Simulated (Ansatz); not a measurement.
This script makes a check of PAW against all-electron LAPW of YAu, space group Pm-3m with Ansatz 0.2.0 through its Python package.

Script `run_paw_lapw.py`:
```python
import logging
import sys

import ansatz as az
import numpy as np
import pandas as pd

logging.basicConfig(stream=sys.stdout, format="%(levelname)s %(message)s")
logger = logging.getLogger("yau")
logger.setLevel(logging.INFO)


def count_gap(report):
    # lowest empty less highest filled band, counting bands; zero where they overlap
    return max(report.get("gap_by_band_count_ev") or 0.0, 0.0)


def main() -> None:
    lattice = az.Lattice.of(
        (3.559, 0.0, 0.0),
        (0.0, 3.559, 0.0),
        (0.0, 0.0, 3.559),
    )
    sites = [
        ("Y", (0.5, 0.5, 0.5)),
        ("Au", (0.0, 0.0, 0.0)),
    ]
    crystal = az.Crystal(lattice=lattice)
    for symbol, position in sites:
        crystal = crystal.atom(symbol, position)

    calc = (
        crystal.calculation()
        .functional("pbesol")
        .kpoints(7, 7, 7, center="gamma")
        .occupations("gaussian", width=0.1)
        .stress()
        .forces()
        .band_table()
    )
    variants = {
        "PAW": calc.pseudopotentials("paw"),
        "LAPW": calc.pseudopotentials("all_electron", lapw=True),
    }
    rows = []
    for label, variant in variants.items():
        r = variant.run(threads=1).report
        levels = np.array(r["eigenvalues_ev"][0]) - r["fermi_energy_ev"]
        print(label, "levels at the first k-point near E_F:", np.round(levels[np.abs(levels) < 5], 3))
        rows.append((label, r["n_electrons"], np.trace(r["stress_gpa"]) / 3, count_gap(r)))
    print(pd.DataFrame(rows, columns=["treatment", "electrons in bands", "P GPa", "gap by band count eV"]).round(4).to_string(index=False))


if __name__ == "__main__":
    main()
```

How well do the two treatments of the cores agree on the pressure?

PAW gives -0.617 GPa and LAPW -0.626 GPa, 0.009 GPa apart. They took 0.5 and 6.0 s of processor time.

The output:

```console
$ python run_paw_lapw.py
DeckWarning: basis.ecutwfc = 420 eV, auto-derived from the records' recommended cutoffs: set by Y (normal level)
PAW levels at the first k-point near E_F: [-4.401 -4.401 -4.401  0.946  0.946  4.546  4.546  4.546]
LAPW levels at the first k-point near E_F: [-4.4   -4.4   -4.4    0.946  0.946  4.547  4.547  4.547]
treatment  electrons in bands   P GPa  gap by band count eV
      PAW                30.0 -0.6174                   0.0
     LAPW                62.0 -0.6264                   0.0
```
(Warnings from the package without file and line.)

Spin is left out of this run. The computed bands are complete only to about 2.6 eV above the Fermi level. For a metal this k-point mesh is coarse: on a finer one energies can move by several to tens of meV an atom and pressures by half a GPa or more, differences at one mesh by less. A gap by band count of zero or less means overlapping bands, a metal. The starting cell is as deposited in a crystallographic database; the results hold for this polymorph, which needn't be the stable one. Levels are Kohn-Sham eigenvalues on this mesh, without spin-orbit coupling. Pressure is positive in compression; the treatments may keep other shells as core, so totals and counts of electrons can differ. Hardware and time: 7.3 s on 1 thread of Intel(R) Xeon(R) 6975P-C (Granite Rapids), with other jobs on the host, peak memory 0.52 GiB.

(Lines on the test bed's own set-up are left out of the output.)
